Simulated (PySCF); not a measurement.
# DyN2 (Dy(N2)3+): the cost of one run

Program: PySCF 2.14.0. Level of theory: PBE, Dy lcecp-1-SVP with ECP55, N def2-SVP; scalar-relativistic core potentials, no spin–orbit coupling. These are calculated values, not measurements.

3 further runs of the same task are left out: 2 for a known fault of the program, 1 that didn't finish.

### Step 1. Where the work starts

3 atoms, charge 3, spin multiplicity 1.

Bond lengths: Dy1–N2 2.432 Å, N2–N3 1.110 Å. Angles: Dy1–N2–N3 180.0°.

As a file:

```
Dy    0.0000    0.0000    0.0000
N     0.0000    0.0000    2.4323
N     0.0000    0.0000    3.5423
```

Formal oxidation states: Dy +3. Each metal's 9 4f electrons lie in its core potential, so multiplicities, spins and levels count the valence alone.

### Step 2. SCF at the start, singlet

run.py (the lines that set the calculation)

```python
mol = gto.M(atom='''
Dy     0.00000     0.00000     0.00000
N      0.00000     0.00000     2.43230
N      0.00000     0.00000     3.54230''',
    basis={'Dy': 'lcecp-1-SVP', 'N': 'def2-SVP'},
    ecp={'Dy': 'lcecp-1-SVP'},
    charge=3, spin=0)
mf = dft.RKS(mol, xc='PBE')
mf.grids.atom_grid = (50, 194)  # f atoms: unpruned, at least (60, 302)
mf = mf.density_fit()  # fitting sets: Dy AutoAux, N def2-universal-JKFIT
mf.conv_tol = 1e-08; mf.max_cycle = 55
mf.kernel(dm0)  # dm0: free metal ions and neutral atoms
```

The run is started by

```console
$ OMP_NUM_THREADS=2 python run.py
```

Q: Estimate wall time and peak memory on 2 threads of Arm Neoverse V2, shared host.

About 2.2 s, with a peak of 0.31 GiB.
